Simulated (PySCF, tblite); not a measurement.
# C2HBBr radical: EPR parameters

Aim: compute the EPR parameters of C2HBBr radical (`C#C[B]Br`).

Programs: tblite 0.8.0 and PySCF 2.14.0, with routines of our own; each step states its level. All values are computed. Atoms count from 0.

## Step 1: The starting structure

5 atoms, charge 0, multiplicity 2; geometry from: force field or distance geometry start.

## Step 2: Geometry optimisation with GFN2-xTB

Job settings and geometry (Å):

```
{"job": {"kind": "relax", "xc": "GFN2-xTB", "basis": "xTB"}, "charge": 0, "multiplicity": 2}
C     -1.360100     0.028800     0.060800
C     -0.214700    -0.295100     0.045900
B      1.274000    -0.724000     0.051300
Br     2.696800     0.672300    -0.120800
H     -2.387400     0.320900     0.074500
```

Launch:

```
> OMP_NUM_THREADS=1 python heavy_run.py task.json out
```

This one command runs all jobs of the session in turn.

Log:

```text
step      E/eV     max force
  0    -271.21647    4.358
  1    -271.17381    7.077
  2    -271.45112    1.547
  3    -271.52521    1.027
  4    -271.54458    0.592
  5    -271.54922    0.248
  6    -271.55211    0.248
  7    -271.55709    0.452
  8    -271.56751    0.701
  9    -271.58381    0.939
 10    -271.59890    0.864
 11    -271.60957    0.159
 12    -271.61077    0.173
 13    -271.61189    0.185
 14    -271.61473    0.215
 15    -271.61691    0.216
 16    -271.61869    0.140
 17    -271.61987    0.078
 18    -271.62020    0.070
 19    -271.62044    0.063
 20    -271.62071    0.041
 21    -271.62087    0.046
 22    -271.62100    0.033
 23    -271.62103    0.012
 24    -271.62104    0.002
```

It took 0.06 s on 1 thread of Arm Neoverse V2, shared host.

Step by step: (the energy doesn't fall at every step)

```csv
step,energy from step 0 (eV),largest force (eV/Å)
0,0.0000,4.3582
1,0.0427,7.0775
2,-0.2346,1.5474
3,-0.3087,1.0274
4,-0.3281,0.5922
5,-0.3327,0.2478
6,-0.3356,0.2485
7,-0.3406,0.4522
8,-0.3510,0.7006
9,-0.3673,0.9386
10,-0.3824,0.8643
11,-0.3931,0.1594
12,-0.3943,0.1733
13,-0.3954,0.1854
14,-0.3983,0.2154
15,-0.4004,0.2156
16,-0.4022,0.1398
17,-0.4034,0.0775
18,-0.4037,0.0700
19,-0.4040,0.0634
20,-0.4042,0.0408
21,-0.4044,0.0462
22,-0.4045,0.0333
23,-0.4046,0.0124
24,-0.4046,0.0022
```

Close pairs (by a distance rule), those that changed most:

```csv
bond,before (Å),after (Å),change (Å)
B2–Br3,2.001,1.836,-0.165
C1–B2,1.549,1.439,-0.111
C0–C1,1.190,1.225,+0.035
C0–H4,1.068,1.051,-0.018
```

The final coordinates are the input of the step that follows.

## Step 3: Harmonic vibrations with GFN2-xTB

Job settings and geometry (Å):

```
{"job": {"kind": "ir", "xc": "GFN2-xTB", "basis": "xTB"}, "charge": 0, "multiplicity": 2}
C     -1.409605    -0.012546     0.068151
C     -0.187307    -0.087751     0.036400
B      1.210163    -0.428869     0.020863
Br     2.845112     0.398150    -0.101376
H     -2.449741     0.133869     0.087638
```

Log:

```text
mode    cm-1     km/mol
  1     127.6      1.84
  2     239.9      4.20
  3     319.9      0.04
  4     464.5     31.74
  5     582.4     13.22
  6     681.4     11.81
  7    1222.7     68.67
  8    2010.3     32.50
  9    3368.7      7.27
```

It took 0.05 s on 1 thread of Arm Neoverse V2, shared host.

Which atoms move in the most intense modes:

```csv
cm⁻¹,km/mol,atoms
128,1.8,"B2 39 %, C0 29 %, C1 14 %, Br3 11 %"
240,4.2,"C1 69 %, C0 15 %"
464,31.7,"H4 77 %, C0 11 %"
582,13.2,"B2 54 %, C1 17 %, Br3 12 %"
681,11.8,"H4 80 %, C0 18 %"
1223,68.7,"B2 77 %, C0 15 %"
2010,32.5,"C1 59 %, C0 33 %"
3369,7.3,"H4 88 %, C0 11 %"
```

## Step 4: EPR parameters: PBE0/pcH-1 Br:dyall-v2z, spin–orbit

Job settings and geometry (Å):

```
{"job": {"kind": "hepr", "xc": "PBE0", "basis": {"default": "pcH-1", "Br": "dyall-v2z"}, "rel": "so"}, "charge": 0, "multiplicity": 2}
C     -1.409605    -0.012546     0.068151
C     -0.187307    -0.087751     0.036400
B      1.210163    -0.428869     0.020863
Br     2.845112     0.398150    -0.101376
H     -2.449741     0.133869     0.087638
```

Level: PBE0/pcH-1 Br:dyall-v2z EPR parameters from three collinear SCF solutions, X2C with spin-orbit coupling, screened-nuclear two-electron part, Gaussian nuclei, gas phase.

Log:

```text
spin-free SCF
coarse grid: 25344 points
cycle   1  E = -2707.4506589602  dE =  4.635e-01  |g| = 2.684e-01  |ddm| = 1.801e+00
cycle   2  E = -2707.4410712835  dE =  9.588e-03  |g| = 2.772e-01  |ddm| = 4.879e-01
cycle   3  E = -2707.4825518560  dE = -4.148e-02  |g| = 4.098e-02  |ddm| = 2.733e-01
cycle   4  E = -2707.4835904586  dE = -1.039e-03  |g| = 1.698e-02  |ddm| = 5.730e-02
cycle   5  E = -2707.4836868305  dE = -9.637e-05  |g| = 1.185e-02  |ddm| = 2.152e-02
cycle   6  E = -2707.4837796649  dE = -9.283e-05  |g| = 3.765e-03  |ddm| = 1.232e-02
cycle   7  E = -2707.4837931405  dE = -1.348e-05  |g| = 1.874e-03  |ddm| = 6.239e-03
cycle   8  E = -2707.4837953066  dE = -2.166e-06  |g| = 4.918e-04  |ddm| = 2.378e-03
final grid: 52072 points
cycle   9  E = -2707.4839516147  dE = -7.724e-07  |g| = 5.407e-04  |ddm| = 1.259e-03
cycle  10  E = -2707.4839519154  dE = -3.007e-07  |g| = 3.961e-04  |ddm| = 9.052e-04
cycle  11  E = -2707.4839520406  dE = -1.252e-07  |g| = 3.101e-04  |ddm| = 5.160e-04
cycle  12  E = -2707.4839521532  dE = -1.126e-07  |g| = 1.928e-04  |ddm| = 4.844e-04
cycle  13  E = -2707.4839522144  dE = -6.120e-08  |g| = 1.195e-04  |ddm| = 3.249e-04
cycle  14  E = -2707.4839522712  dE = -5.686e-08  |g| = 2.774e-05  |ddm| = 6.813e-04
cycle  15  E = -2707.4839522719  dE = -6.185e-10  |g| = 7.056e-06  |ddm| = 4.650e-05
converged SCF energy = -2707.4839522719
two-component SCF, magnetisation along principal axis 1
cycle   1  E = -2707.4171365013  dE = -2.707e+03  |FDS-SDF| = 2.194e+01
cycle   2  E = -2707.5618132882  dE = -1.447e-01  |FDS-SDF| = 9.645e-02
cycle   3  E = -2707.5619305662  dE = -1.173e-04  |FDS-SDF| = 3.687e-03
cycle   4  E = -2707.5619390124  dE = -8.446e-06  |FDS-SDF| = 1.853e-03
cycle   5  E = -2707.5619411434  dE = -2.131e-06  |FDS-SDF| = 9.253e-04
cycle   6  E = -2707.5619432958  dE = -2.152e-06  |FDS-SDF| = 4.634e-04
cycle   7  E = -2707.5619449178  dE = -1.622e-06  |FDS-SDF| = 3.126e-04
cycle   8  E = -2707.5619456034  dE = -6.856e-07  |FDS-SDF| = 1.941e-04
cycle   9  E = -2707.5619457883  dE = -1.849e-07  |FDS-SDF| = 1.410e-04
cycle  10  E = -2707.5619458046  dE = -1.623e-08  |FDS-SDF| = 2.718e-05
converged, E = -2707.5619458046
two-component SCF, magnetisation along principal axis 2
cycle   1  E = -2707.4171365013  dE = -2.707e+03  |FDS-SDF| = 2.194e+01
cycle   2  E = -2707.5618115967  dE = -1.447e-01  |FDS-SDF| = 9.645e-02
cycle   3  E = -2707.5619273423  dE = -1.157e-04  |FDS-SDF| = 3.660e-03
cycle   4  E = -2707.5619344375  dE = -7.095e-06  |FDS-SDF| = 1.806e-03
cycle   5  E = -2707.5619358250  dE = -1.388e-06  |FDS-SDF| = 8.368e-04
cycle   6  E = -2707.5619369767  dE = -1.152e-06  |FDS-SDF| = 3.292e-04
cycle   7  E = -2707.5619375631  dE = -5.864e-07  |FDS-SDF| = 2.154e-04
cycle   8  E = -2707.5619377690  dE = -2.060e-07  |FDS-SDF| = 1.356e-04
cycle   9  E = -2707.5619378366  dE = -6.759e-08  |FDS-SDF| = 1.042e-04
cycle  10  E = -2707.5619378467  dE = -1.003e-08  |FDS-SDF| = 2.150e-05
converged, E = -2707.5619378467
two-component SCF, magnetisation along principal axis 3
cycle   1  E = -2707.4171365013  dE = -2.707e+03  |FDS-SDF| = 2.194e+01
cycle   2  E = -2707.5618123541  dE = -1.447e-01  |FDS-SDF| = 9.645e-02
cycle   3  E = -2707.5619281973  dE = -1.158e-04  |FDS-SDF| = 3.659e-03
cycle   4  E = -2707.5619352615  dE = -7.064e-06  |FDS-SDF| = 1.802e-03
cycle   5  E = -2707.5619366218  dE = -1.360e-06  |FDS-SDF| = 8.318e-04
cycle   6  E = -2707.5619377327  dE = -1.111e-06  |FDS-SDF| = 3.214e-04
cycle   7  E = -2707.5619382793  dE = -5.467e-07  |FDS-SDF| = 2.076e-04
cycle   8  E = -2707.5619384657  dE = -1.864e-07  |FDS-SDF| = 1.253e-04
cycle   9  E = -2707.5619385230  dE = -5.734e-08  |FDS-SDF| = 9.761e-05
cycle  10  E = -2707.5619385300  dE = -6.972e-09  |FDS-SDF| = 1.719e-05
converged, E = -2707.5619385300

g tensor 1.90381 1.99652 2.01624   isotropic 1.97219

Hyperfine (MHz)
atom isotope      a_iso        A1        A2        A3
  0    13C       23.88      -5.40       2.13      74.92
  1    13C       15.07      -3.99      14.74      34.45
  2    11B      365.82     320.75     334.12     442.60
  3   79Br      114.07       3.16      12.85     326.18
  4     1H      -26.72     -38.65     -26.01     -15.51

Field gradients (au) and densities at the nuclei (bohr^-3)
atom        Vxx        Vyy        Vzz        centre      nuclear mean
  0 C     -0.0403    -0.3512     0.3915        126.400        126.398
  1 C      0.1511     0.1976    -0.3487        126.399        126.397
  2 B     -0.1124    -0.2627     0.3751         71.059         71.059
  3 Br    -0.9121    -3.5091     4.4212      40817.128      40757.376
  4 H     -0.1811    -0.2014     0.3825          0.466          0.466
without picture change
  3 Br                           4.5678                     66240.270
```

It took 53 s on 1 thread of Arm Neoverse V2, shared host; peak memory 0.75 GiB.

Key values:

```csv
quantity,value
g(iso),1.9722
```

Mulliken spin populations:

```csv
atom,value (e)
C0,0.33
C1,-0.18
B2,0.83
Br3,0.04
H4,-0.01
```

## Step 5: EPR parameters: PBE0/pcH-1 Br:dyall-v2z, spin-free

Job settings and geometry (Å):

```
{"job": {"kind": "hepr", "xc": "PBE0", "basis": {"default": "pcH-1", "Br": "dyall-v2z"}, "rel": "sf"}, "charge": 0, "multiplicity": 2}
C     -1.409605    -0.012546     0.068151
C     -0.187307    -0.087751     0.036400
B      1.210163    -0.428869     0.020863
Br     2.845112     0.398150    -0.101376
H     -2.449741     0.133869     0.087638
```

With the program's defaults for keys left out, this is: PBE0/pcH-1 Br:dyall-v2z EPR parameters from three collinear SCF solutions, X2C without spin-orbit coupling, Gaussian nuclei, gas phase.

Log:

```text
spin-free SCF
coarse grid: 25344 points
cycle   1  E = -2707.4506589602  dE =  4.635e-01  |g| = 2.684e-01  |ddm| = 1.801e+00
cycle   2  E = -2707.4410712835  dE =  9.588e-03  |g| = 2.772e-01  |ddm| = 4.879e-01
cycle   3  E = -2707.4825518560  dE = -4.148e-02  |g| = 4.098e-02  |ddm| = 2.733e-01
cycle   4  E = -2707.4835904586  dE = -1.039e-03  |g| = 1.698e-02  |ddm| = 5.730e-02
cycle   5  E = -2707.4836868305  dE = -9.637e-05  |g| = 1.185e-02  |ddm| = 2.152e-02
cycle   6  E = -2707.4837796649  dE = -9.283e-05  |g| = 3.765e-03  |ddm| = 1.232e-02
cycle   7  E = -2707.4837931405  dE = -1.348e-05  |g| = 1.874e-03  |ddm| = 6.239e-03
cycle   8  E = -2707.4837953066  dE = -2.166e-06  |g| = 4.918e-04  |ddm| = 2.378e-03
final grid: 52072 points
cycle   9  E = -2707.4839516147  dE = -7.724e-07  |g| = 5.407e-04  |ddm| = 1.259e-03
cycle  10  E = -2707.4839519154  dE = -3.007e-07  |g| = 3.961e-04  |ddm| = 9.052e-04
cycle  11  E = -2707.4839520406  dE = -1.252e-07  |g| = 3.101e-04  |ddm| = 5.160e-04
cycle  12  E = -2707.4839521532  dE = -1.126e-07  |g| = 1.928e-04  |ddm| = 4.844e-04
cycle  13  E = -2707.4839522144  dE = -6.120e-08  |g| = 1.195e-04  |ddm| = 3.249e-04
cycle  14  E = -2707.4839522712  dE = -5.686e-08  |g| = 2.774e-05  |ddm| = 6.813e-04
cycle  15  E = -2707.4839522719  dE = -6.185e-10  |g| = 7.056e-06  |ddm| = 4.650e-05
converged SCF energy = -2707.4839522719
two-component SCF, magnetisation along principal axis 1
cycle   1  E = -2707.4839522716  dE = -2.707e+03  |FDS-SDF| = 9.978e-06
cycle   2  E = -2707.4839522717  dE = -1.014e-10  |FDS-SDF| = 8.153e-06
converged, E = -2707.4839522717
two-component SCF, magnetisation along principal axis 2
cycle   1  E = -2707.4839522716  dE = -2.707e+03  |FDS-SDF| = 9.978e-06
cycle   2  E = -2707.4839522717  dE = -1.069e-10  |FDS-SDF| = 8.153e-06
converged, E = -2707.4839522717
two-component SCF, magnetisation along principal axis 3
cycle   1  E = -2707.4839522716  dE = -2.707e+03  |FDS-SDF| = 9.978e-06
cycle   2  E = -2707.4839522717  dE = -1.055e-10  |FDS-SDF| = 8.153e-06
converged, E = -2707.4839522717

g tensor 2.00230 2.00235 2.00238   isotropic 2.00234

Hyperfine (MHz)
atom isotope      a_iso        A1        A2        A3
  0    13C       26.10       0.98       4.00      73.31
  1    13C       15.03      -3.89      14.87      34.12
  2    11B      368.31     329.46     333.63     441.86
  3   79Br      124.85      25.57      31.36     317.63
  4     1H      -26.08     -38.37     -26.28     -13.57

Field gradients (au) and densities at the nuclei (bohr^-3)
atom        Vxx        Vyy        Vzz        centre      nuclear mean
  0 C     -0.0406    -0.3513     0.3919        126.400        126.398
  1 C      0.1511     0.1976    -0.3487        126.399        126.397
  2 B     -0.1127    -0.2628     0.3755         71.059         71.058
  3 Br    -0.9121    -3.5117     4.4237      40813.603      40753.851
  4 H     -0.1811    -0.2014     0.3825          0.466          0.466
without picture change
  3 Br                           4.5708                     66240.820
```

Wall time 21 s (1 thread of Arm Neoverse V2, shared host); peak memory 0.69 GiB.

Key values:

```csv
quantity,value
g(iso),2.0023
```

## Step 6: EPR parameters: PBE0/pcH-1 Br:dyall-v2z, non-relativistic

Job settings and geometry (Å):

```
{"job": {"kind": "hepr", "xc": "PBE0", "basis": {"default": "pcH-1", "Br": "dyall-v2z"}, "rel": "nr"}, "charge": 0, "multiplicity": 2}
C     -1.409605    -0.012546     0.068151
C     -0.187307    -0.087751     0.036400
B      1.210163    -0.428869     0.020863
Br     2.845112     0.398150    -0.101376
H     -2.449741     0.133869     0.087638
```

Level: PBE0/pcH-1 Br:dyall-v2z EPR parameters from three collinear SCF solutions, non-relativistic, Gaussian nuclei, gas phase.

Log:

```text
non-relativistic SCF
coarse grid: 25344 points
cycle   1  E = -2675.2372639255  dE = -2.085e+01  |g| = 1.585e+00  |ddm| = 1.851e+00
cycle   2  E = -2675.2259949345  dE =  1.127e-02  |g| = 7.149e-01  |ddm| = 5.680e-01
cycle   3  E = -2675.2693693210  dE = -4.337e-02  |g| = 3.568e-01  |ddm| = 5.246e-01
cycle   4  E = -2675.2987369413  dE = -2.937e-02  |g| = 5.827e-02  |ddm| = 2.739e-01
cycle   5  E = -2675.3000361657  dE = -1.299e-03  |g| = 3.155e-02  |ddm| = 6.438e-02
cycle   6  E = -2675.3005640553  dE = -5.279e-04  |g| = 9.219e-03  |ddm| = 2.804e-02
cycle   7  E = -2675.3006284729  dE = -6.442e-05  |g| = 1.918e-03  |ddm| = 1.334e-02
cycle   8  E = -2675.3006340204  dE = -5.547e-06  |g| = 1.057e-03  |ddm| = 5.020e-03
final grid: 52072 points
cycle   9  E = -2675.3006396816  dE = -5.878e-07  |g| = 1.176e-03  |ddm| = 2.345e-03
cycle  10  E = -2675.3006392288  dE =  4.528e-07  |g| = 1.661e-03  |ddm| = 2.732e-03
cycle  11  E = -2675.3006407596  dE = -1.531e-06  |g| = 4.512e-04  |ddm| = 1.627e-03
cycle  12  E = -2675.3006408957  dE = -1.361e-07  |g| = 1.968e-04  |ddm| = 3.684e-04
cycle  13  E = -2675.3006410353  dE = -1.396e-07  |g| = 1.381e-04  |ddm| = 7.033e-04
cycle  14  E = -2675.3006410743  dE = -3.902e-08  |g| = 2.888e-05  |ddm| = 4.510e-04
cycle  15  E = -2675.3006410774  dE = -3.146e-09  |g| = 1.432e-05  |ddm| = 1.129e-04
converged SCF energy = -2675.3006410774
two-component SCF, magnetisation along principal axis 1
cycle   1  E = -2675.3006410774  dE = -2.675e+03  |FDS-SDF| = 2.025e-05
cycle   2  E = -2675.3006410779  dE = -4.543e-10  |FDS-SDF| = 1.486e-05
converged, E = -2675.3006410779
two-component SCF, magnetisation along principal axis 2
cycle   1  E = -2675.3006410774  dE = -2.675e+03  |FDS-SDF| = 2.025e-05
cycle   2  E = -2675.3006410779  dE = -4.229e-10  |FDS-SDF| = 1.486e-05
converged, E = -2675.3006410779
two-component SCF, magnetisation along principal axis 3
cycle   1  E = -2675.3006410774  dE = -2.675e+03  |FDS-SDF| = 2.025e-05
cycle   2  E = -2675.3006410779  dE = -4.188e-10  |FDS-SDF| = 1.486e-05
converged, E = -2675.3006410779

Hyperfine (MHz)
atom isotope      a_iso        A1        A2        A3
  0    13C       26.05       0.82       3.87      73.46
  1    13C       13.47      -5.47      13.36      32.52
  2    11B      364.88     325.95     330.09     438.60
  3   79Br      112.88      19.28      24.72     294.65
  4     1H      -26.17     -38.52     -26.38     -13.63

Field gradients (au) and densities at the nuclei (bohr^-3)
atom        Vxx        Vyy        Vzz        centre      nuclear mean
  0 C     -0.0413    -0.3517     0.3930        125.598        125.596
  1 C      0.1511     0.1979    -0.3489        125.596        125.594
  2 B     -0.1146    -0.2618     0.3764         70.747         70.746
  3 Br    -0.8309    -3.2883     4.1192      29275.361      29251.534
  4 H     -0.1812    -0.2016     0.3828          0.466          0.466
```

It took 16 s on 1 thread of Arm Neoverse V2, shared host; peak memory 0.64 GiB.

## Step 7: Results

| quantity | value |
| --- | --- |
| strongest single infrared mode (GFN2-xTB) | 1223 cm⁻¹, 69 km/mol |
| zero-point energy (GFN2-xTB) | 12.9 kcal/mol |
| g(iso) (step 4, PBE0/pcH-1 Br:dyall-v2z, spin–orbit) | 1.9722 |
| a(iso) (step 4, PBE0/pcH-1 Br:dyall-v2z, spin–orbit) | 11B B2 365.8, 79Br Br3 114.1, 1H H4 -26.7 MHz |
| g(iso) (step 5, PBE0/pcH-1 Br:dyall-v2z, spin-free) | 2.0023 |
| a(iso) (step 5, PBE0/pcH-1 Br:dyall-v2z, spin-free) | 11B B2 368.3, 79Br Br3 124.8, 13C C0 26.1 MHz |
| a(iso) (step 6, PBE0/pcH-1 Br:dyall-v2z, non-relativistic) | 11B B2 364.9, 79Br Br3 112.9, 1H H4 -26.2 MHz |

In words: No mode is imaginary among the 9: a minimum at this level. The strongest single mode, at 1223 cm⁻¹, moves mainly B2. Unscaled tight-binding wavenumbers are off by several per cent, some by more. Its intensities can rank the bands wrongly. Without spin-orbit coupling g stays near the free electron's, so those rows hold no g shift.
